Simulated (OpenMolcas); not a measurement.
**Ti³⁺ among point charges: CASSCF and CASPT2 levels and susceptibility**

How does a field of 4 point charges split the states of Ti³⁺, and what χT follows?

The numbers are computed with OpenMolcas 26.06 (state-averaged CASSCF and CASPT2, spin-orbit coupling by RASSI with atomic mean-field integrals), except any that are marked as measured or tabulated.

### 1 Starting point

| Quantity | Value |
| --- | --- |
| Species | Ti³⁺ (titanium, Z = 22, 19 electrons) |
| Basis | ANO-RCC-VDZP [5s4p2d1f], 34 functions |
| Scalar Hamiltonian | DKH2, point nucleus |
| Inactive shells | 1s 2s 2p 3s 3p |
| Active space | 1 electron in 5 orbitals (3d) |
| Some configurations of this space | 3d |
| Orbitals | optimised for each spin and parity, averaged over all roots |

Outer shells as boxes (Hund's rule):

3d
```
3d [↑ ][  ][  ][  ][  ]
```

The ion sits among 4 point charges of -1.5 e arranged as a square (D4h), 1.61 Å from the ion.

Each step is its own input file, run in one work folder so that later steps find the files of earlier ones. Labels, J, g values, rates, χT and fits are worked out afterwards by a script from the matrices that RASSI stores. The input lists half of the charges; inversion (Group=XYZ) makes the rest.

### 2 GATEWAY and SEWARD: basis and integrals

The input, a.inp:

```
&GATEWAY
Coord
1

Ti 0.0 0.0 0.0
Basis=ANO-RCC-VDZP
Group=XYZ
NoMove
AngMom=0.0 0.0 0.0
AMFI
XField
2 Angstrom 0
1.610000 0.000000 0.000000 -1.500000
0.000000 1.610000 0.000000 -1.500000
&SEWARD
```

On the command line:

```console
$ OMP_NUM_THREADS=1 MOLCAS_MEM=1689 MOLCAS_PROJECT=a pymolcas a.inp > a.log
```

Output:

```text
Basis set label: TI.ANO-RCC...5S4P2D1F.

      Electronic valence basis set:
      ------------------
      Associated Effective Charge  22.000000 au
      Associated Actual Charge     22.000000 au
      Nuclear Model: Point charge

      Shell  nPrim  nBasis  Cartesian Spherical Contaminant
         s      21       5        X
         p      15       4        X
         d      10       2                 X
         f       6       1                 X
                  Relativistic Douglas-Kroll-Hess integrals:
                    - DKH order of Hamiltonian: 2
                    - DKH order of Properties : 0
                  Atomic mean-field integrals
```

### 3 Reference wave functions, doublets of even parity, 5 roots

The input, a.inp:

```
&RASSCF
FileOrb=start.orb
Symmetry=1
Spin=2
nActEl=1 0 0
Inactive=3 6
Ras2=5 0
CIRoot=5 5 1
SDav=5
CIMx=300
Iter=120 100
PrWF=0.3
OrbListing=Nothing
MaxOrb=0
>>> COPY $Project.JobIph JOB001
```

start.orb holds the contracted functions of the basis, ordered by shell, or the orbitals of the step before.

Output (excerpt; [...] marks lines left out):

```text
[...]
      Number of active orbitals                  5
[...]
      Spin quantum number                      0.5
[...]
      Active orbitals                            5   0
[...]
      Number of CSFs                             5
      Number of root(s) required                 5
[...]
      Convergence after 10 iterations
[...]
      Natural orbitals and occupation numbers for root  1
      sym 1:   0.000000   1.000000   0.000000   0.000000   0.000000
      Natural orbitals and occupation numbers for root  2
      sym 1:   0.000000   0.000000   1.000000   0.000000   0.000000
      Natural orbitals and occupation numbers for root  3
      sym 1:  -0.000000   1.000000  -0.000000   0.000000   0.000000
::    RASSCF root number  1 Total energy:   -857.09481934
::    RASSCF root number  2 Total energy:   -857.05498509
::    RASSCF root number  3 Total energy:   -857.05498509
::    RASSCF root number  4 Total energy:   -856.98993784
::    RASSCF root number  5 Total energy:   -856.92991476
```

### 4 RASSI: spin-orbit coupling between the states

The input, a.inp:

```
&RASSI
NrOfJobIphs=1 5
1 2 3 4 5
IphNames
JOB001
EJob
SpinOrbit
DIPRint=1.0
SOCoupling=1000.0
Subsets=2
Property=9
'ANGMOM' 1 'ANGMOM' 2 'ANGMOM' 3 'MLTPL  1' 1 'MLTPL  1' 2 'MLTPL  1' 3
'AMFI' 1 'AMFI' 2 'AMFI' 3
SOProperty=3
'ANGMOM' 1 'ANGMOM' 2 'ANGMOM' 3
```

On the command line:

```console
$ OMP_NUM_THREADS=1 MOLCAS_MEM=1689 MOLCAS_PROJECT=a pymolcas a.inp > a.log
```

Output (excerpt; [...] marks lines left out):

```text
SPIN-FREE ENERGIES:
  (Shifted by EMIN (a.u.) =       -857.0948193391)
 SF State       Relative EMIN(au)   Rel lowest level(eV)    D:o, cm**(-1)      L_eff
     1             0.0000000000        0.0000000000              0.0000         1.8
     2             0.0398342475        1.0839450938           8742.6068         1.9
     3             0.0398342475        1.0839450938           8742.6068         1.9
     4             0.1048814967        2.8539709169          23018.8278         2.0
     5             0.1649045813        4.4872822555          36192.3722         2.0
     Dipole printing threshold changed to   1.00000000E+00
Eigenvalues of complex Hamiltonian:
   -----------------------------------
  (Shifted by EMIN (a.u.) =       -857.0948193391)
 SO State       Relative EMIN(au)   Rel lowest level(eV)    D:o, cm**(-1)     J-value
     1            -0.0000101635        0.0000000000              0.0000         1.9
     2            -0.0000101635        0.0000000000              0.0000         1.9
     3             0.0395386026        1.0761767492           8679.9509         1.8
     4             0.0395386026        1.0761767492           8679.9509         1.8
     5             0.0401350161        1.0924059891           8810.8485         1.8
     6             0.0401350161        1.0924059891           8810.8485         1.8
     7             0.1048763327        2.8541069605          23019.9251         1.2
     8             0.1048763327        2.8541069605          23019.9251         1.2
     9             0.1649147851        4.4878364776          36196.8423         1.1
    10             0.1649147851        4.4878364776          36196.8423         1.1
Weights of the five most important spin-orbit-free states for each spin-orbit state.
[...]
```

Time for these steps: 1.6 s (1 thread of Arm Neoverse V1, shared host).

States without spin-orbit coupling:

```tsv
state	degeneracy	E (cm-1)	free-ion L (%)
2A1	1	0	D (100)
2E	2	8743	D (100)
2B2	1	23019	D (100)
2B1	1	36192	D (100)
```

With spin-orbit coupling:

```
E (cm-1)  Degeneracy  Label  2S+1               g
     0.0           2   E1/2     2  1.93 1.93 2.00
    8680           2   E1/2     2  0.00 0.07 0.07
    8811           2   E3/2     2  0.01 0.01 4.00
   23020           2   E3/2     2  1.91 2.02 2.02
   36197           2   E3/2     2  2.01 2.01 2.10
```

Principal g values are given for doublets only; a zero marks a field direction without first-order Zeeman splitting.

Powder χT (cm³ K/mol): 0.36 at 2 K, 0.36 at 5 K, 0.36 at 10 K, 0.36 at 20 K, 0.36 at 50 K, 0.37 at 100 K, 0.37 at 150 K, 0.38 at 200 K, 0.38 at 250 K, 0.39 at 300 K.

Orbitals of the lowest block (energies include the constant potential of the surroundings):

```tsv
shell	space	energy (hartree)	mean occupation	⟨r²⟩ (bohr²)
1s	inactive	-183.7028	2.000	0.00647
2s	inactive	-20.9856	2.000	0.123
2p	inactive	-17.1531	6.000	0.102
3s	inactive	-2.1650	2.000	1.14
3p	inactive	-1.0408	6.000	1.32
3d	RAS2		1.000	2.62
```

### 5 CASPT2: IPEA 0.25, imaginary shift 0.1 (closed shells correlated: 3s 3p)

The input, a.inp:

```
>>> COPY JOB001 $Project.JobIph
&CASPT2
Multistate=5 1 2 3 4 5
NoMult
Frozen=2 3
IPEA=0.25
Imaginary=0.1
MaxIter=60
WThr=0.0 0.3 0.05
PrWF=0.5
NoMix
```

On the command line:

```console
$ OMP_NUM_THREADS=1 MOLCAS_MEM=1689 MOLCAS_PROJECT=a pymolcas a.inp > a.log
```

Output:

```text
Orbital specifications:
      -----------------------

      Symmetry species                           1   2
                                                ag  au
      Frozen orbitals                            2   3
      Inactive orbitals                          1   3
      Active orbitals                            5   0
      Secondary orbitals                         7  13
      Deleted orbitals                           0   0
      Number of basis functions                 15  19
Type of calculation                        SS-CASPT2
      Fock operator                              state-specific
      IPEA shift                                 0.25
      Real shift                                 0.00
      Imaginary shift                            0.10
      The input orbitals will be transformed to quasi-canonical
Reference energy:        -857.0948193391
      E2 (Non-variational):      -0.2148591853
      Shift correction:          -0.0000954408
      E2 (Variational):          -0.2149546261
      Total energy:            -857.3097739653
      Residual norm:              0.0000001609
      Reference weight:           0.95872
      Contributions to the CASPT2 correlation energy
      Active & Virtual Only:         -0.0000000039
      One Inactive Excited:          -0.0395914380
      Two Inactive Excited:          -0.1752677434
Reference energy:        -857.0549850917
      E2 (Non-variational):      -0.2103217114
      Shift correction:          -0.0000885762
      E2 (Variational):          -0.2104102875
      Total energy:            -857.2653953792
      Residual norm:              0.0000001713
      Reference weight:           0.96029
      Contributions to the CASPT2 correlation energy
      Active & Virtual Only:          0.0000000004
      One Inactive Excited:          -0.0401045539
      Two Inactive Excited:          -0.1702171579
::    CASPT2 Root  1     Total energy:   -857.30977397
::    CASPT2 Root  2     Total energy:   -857.26539538
::    CASPT2 Root  3     Total energy:   -857.26539538
::    CASPT2 Root  4     Total energy:   -857.19994144
::    CASPT2 Root  5     Total energy:   -857.13908819
```

This run: 0.52 s of run time, 1 thread of Arm Neoverse V1, shared host.

SS-CASPT2: lowest energy less the reference's lowest, -0.2150 hartree; reference weights 0.959 to 0.960.

Spin-free states, with their symmetry labels:

```tsv
state	degeneracy	E (cm-1)	free-ion L (%)
2A1	1	0	D (100)
2E	2	9740	D (100)
2B2	1	24105	D (100)
2B1	1	37461	D (100)
```

With spin-orbit coupling:

| E (cm-1) | Degeneracy | Label | 2S+1 | g |
| --- | --- | --- | --- | --- |
| 0 | 2 | E1/2 | 2 | 1.94 1.94 2.00 |
| 9680 | 2 | E1/2 | 2 | 0.00 0.06 0.06 |
| 9810 | 2 | E3/2 | 2 | 0.01 0.01 4.00 |
| 24110 | 2 | E3/2 | 2 | 1.91 2.02 2.02 |
| 37470 | 2 | E3/2 | 2 | 2.01 2.01 2.09 |

Powder χT (cm³ K/mol): 0.36 at 2 K, 0.36 at 5 K, 0.36 at 10 K, 0.36 at 20 K, 0.36 at 50 K, 0.37 at 100 K, 0.37 at 150 K, 0.38 at 200 K, 0.38 at 250 K, 0.39 at 300 K.

### 6 The methods side by side

A. CASSCF
B. SS-CASPT2, IPEA 0.25, imaginary shift 0.1 (closed shells correlated: 3s 3p)

```tsv
method	ground state	first state of that spin (cm-1)	first gap with spin-orbit (cm-1)	χT at 300 K
A	2A1	2E 8743	8680.0	0.39
B	2A1	2E 9740	9676.9	0.39
```

### 7 Summary of results

| quantity | value |
| --- | --- |
| method | SS-CASPT2, IPEA 0.25, imaginary shift 0.1 (closed shells correlated: 3s 3p) |
| spin-free ground state | 2A1, 1-fold in its orbital part |
| first state of the same spin within the active space | 2E at 9740 cm⁻¹ |
| lowest level | 2-fold E1/2, g = 1.94, 1.94, 2.00 |
| next level | 9676.9 cm⁻¹ |
| χT at 300 K | 0.39 cm³ K/mol |
| effective moment at 300 K | 1.76 μB |

Cost by method:

```tsv
method	time of its own steps	time with the reference
A. CASSCF	1.6 s	1.6 s
B. SS-CASPT2, IPEA 0.25, imaginary shift 0.1, +3s 3p	0.52 s	2.1 s
```

Times are of one thread on a shared host.

**Reading.** The spin-free ground state (2A1) comes to 100 % from free-ion D terms and keeps the highest spin of the shell. χT at 300 K is 0.39, against 0.38 cm³ K/mol for the spin alone; near agreement at one temperature doesn't show that the orbital moment is quenched. The field of point charges can differ much from that of real complexes. Point charges carry no covalency, so the field is a model and not that of real ligands.
